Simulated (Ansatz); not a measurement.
**C₃H₁₁NZr: small, medium and large basis sets**

How large a basis does C₃H₁₁NZr need? Two functionals are run in growing sets.

Program: Ansatz 0.2.0, Gaussian basis. Level of theory: one geometry, several basis sets. These are calculated values, not measurements.

Plan: PBE0-D4/def2-SVP; ωB97M-V/def2-SVP; PBE0-D4/def2-QZVPP; ωB97M-V/def2-QZVPP; the functionals' def2-TZVPP values are taken from earlier runs.

1 further run of the same task is left out (for a known fault of the program). Runs told in other sessions of the task aren't counted.

### 1 The relaxed structure

All runs share one geometry, relaxed beforehand with PBE0-D4 in a triple-zeta def2 set. Zr takes the def2 core potential; no spin-orbit term is included.

SMILES `[CH3][Zr]([CH3])([CH3])[NH2]`, 16 atoms, charge 0, spin multiplicity 1.

Atoms are counted from 1 here; the program's logs count them from 0.

Bond lengths: C1–Zr2 2.229 Å, C1–H6 1.096 Å, C1–H7 1.099 Å, C1–H8 1.096 Å, Zr2–C3 2.223 Å, Zr2–C4 2.225 Å, Zr2–N5 2.026 Å, C3–H9 1.097 Å, C3–H10 1.098 Å, C3–H11 1.098 Å, C4–H12 1.098 Å, C4–H13 1.098 Å, C4–H14 1.096 Å, N5–H15 1.012 Å, N5–H16 1.012 Å. Angles: Zr2–C1–H6 112.3°, Zr2–C1–H7 109.9°, Zr2–C1–H8 112.1°, H6–C1–H7 107.6°, H6–C1–H8 107.3°, H7–C1–H8 107.5°, C1–Zr2–C3 107.5°, C1–Zr2–C4 106.3°, C1–Zr2–N5 107.5°, C3–Zr2–C4 112.0°, C3–Zr2–N5 112.0°, C4–Zr2–N5 111.1°, Zr2–C3–H9 112.7°, Zr2–C3–H10 110.1°, Zr2–C3–H11 111.5°, H9–C3–H10 107.4°, H9–C3–H11 107.4°, H10–C3–H11 107.4° and more.

### 2 PBE0-D4 in def2-SVP

in.yaml

```yaml
crystal:
  periodic: [false, false, false]
  atoms:
    - {symbol: C, position_ang: [-0.364731, 1.016159, -1.806921]}
    - {symbol: Zr, position_ang: [-0.112211, 0.044154, 0.183430]}
    - {symbol: C, position_ang: [1.943104, 0.504289, 0.896032]}
    - {symbol: C, position_ang: [-0.413679, -2.135621, -0.142605]}
    - {symbol: N, position_ang: [-1.530518, 0.801851, 1.415936]}
    - {symbol: H, position_ang: [-0.259758, 2.105879, -1.753048]}
    - {symbol: H, position_ang: [0.397640, 0.643924, -2.504735]}
    - {symbol: H, position_ang: [-1.345890, 0.805098, -2.248180]}
    - {symbol: H, position_ang: [1.949550, 1.058617, 1.842406]}
    - {symbol: H, position_ang: [2.471366, 1.116945, 0.153395]}
    - {symbol: H, position_ang: [2.531385, -0.410095, 1.046296]}
    - {symbol: H, position_ang: [0.375064, -2.721896, 0.346640]}
    - {symbol: H, position_ang: [-0.371233, -2.361156, -1.216616]}
    - {symbol: H, position_ang: [-1.376609, -2.501691, 0.231741]}
    - {symbol: H, position_ang: [-1.404863, 1.552309, 2.083023]}
    - {symbol: H, position_ang: [-2.488617, 0.481234, 1.473205]}
basis:
  gaussian: {orbitals: def2-SVP}
hamiltonian: {xc: pbe0, dispersion: d4}
output: {orbitals: {seedname: orbitals}}
```

On the command line:

```sh
$ ansatz run in.yaml --threads 4 --pin off --events-out ev --progress --plain --max-ram 11315MiB
```

The runs that follow: ωB97M-V in def2-SVP; PBE0-D4 in def2-QZVPP; ωB97M-V in def2-QZVPP.

Q: Predict the results of all the runs planned. Wanted: PBE0-D4: double and triple zeta above quadruple; ωB97M-V: double and triple zeta above quadruple.

**Answer**, as computed:

| quantity | value |
| --- | --- |
| PBE0-D4: double and triple zeta above quadruple | 6.25, 0.38 eV |
| ωB97M-V: double and triple zeta above quadruple | 6.61, 0.37 eV |

In words: For PBE0-D4 the step from double to triple zeta gains 5.87 eV and the next only 0.38 eV. These are total energies; as a rule much of such shifts cancels in differences, which this series doesn't test. The LUMO of ωB97M-V is positive and keeps falling with the basis (1.10 to 0.54 eV): an unbound level that the basis holds in place.
